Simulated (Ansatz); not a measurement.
# Cl2FGeO radical: small, medium and large basis sets

The task here is to estimate one member of a computed series from the others.

The runs use Ansatz 0.2.0, Gaussian basis; one geometry, several basis sets.

Levels to be run: PBE0-D4/def2-SVP; ωB97M-V/def2-SVP; PBE0-D4/def2-QZVPP; ωB97M-V/def2-QZVPP; the functionals' def2-TZVPP values are taken from earlier runs.

**Structure used throughout**

An earlier PBE0-D4 in a triple-zeta def2 set relaxation fixed the geometry.

SMILES `[O][Ge]([F])([Cl])[Cl]`, 5 atoms, charge 0, spin multiplicity 2.

Atoms are counted from 1 here; the program's logs count them from 0.

Bond lengths: O1–Ge2 1.774 Å, Ge2–F3 1.711 Å, Ge2–Cl4 2.103 Å, Ge2–Cl5 2.103 Å. Angles: O1–Ge2–F3 110.7°, O1–Ge2–Cl4 108.1°, O1–Ge2–Cl5 108.1°, F3–Ge2–Cl4 107.7°, F3–Ge2–Cl5 107.7°, Cl4–Ge2–Cl5 114.7°.

Set-up of the first run:

in.yaml

```yaml
crystal:
  periodic: [false, false, false]
  atoms:
    - {symbol: O, position_ang: [1.076296, -1.300424, 0.666423]}
    - {symbol: Ge, position_ang: [0.006550, -0.028032, 0.047925]}
    - {symbol: F, position_ang: [-0.974929, 0.598141, 1.301581]}
    - {symbol: Cl, position_ang: [-1.265266, -0.886537, -1.389943]}
    - {symbol: Cl, position_ang: [1.207250, 1.543151, -0.667385]}
basis:
  gaussian: {orbitals: def2-SVP}
magnetization: {spin_polarized: true, initial_magnetization: 1}
hamiltonian: {xc: pbe0, dispersion: d4}
output: {orbitals: {seedname: orbitals}}
```

Run with:

```bash
$ ansatz run in.yaml --threads 4 --pin off --events-out ev --progress --plain --max-ram 10444MiB
```

Among the steps run: PBE0-D4 in def2-SVP; ωB97M-V in def2-SVP; PBE0-D4 in def2-QZVPP; ωB97M-V in def2-QZVPP.

One table of the session follows, with a row left open; its other results are not shown here.

It belongs to the step «Density functionals: the series». 

```
functional       basis  HOMO (eV)  LUMO (eV)
   PBE0-D4    def2-SVP      -9.78      -5.38
   PBE0-D4  def2-TZVPP      -9.94      -5.49
   PBE0-D4  def2-QZVPP      -9.98      -5.52
   ωB97M-V    def2-SVP          ?          ?
   ωB97M-V  def2-TZVPP     -12.33      -3.25
   ωB97M-V  def2-QZVPP     -12.38      -3.31
```

Q: Estimate the row for ωB97M-V, def2-SVP from the others.

As computed: HOMO (eV): -12.13; LUMO (eV): -3.05. In the column «HOMO (eV)» it lies between ωB97M-V, def2-TZVPP (-12.33) and PBE0-D4, def2-QZVPP (-9.98).
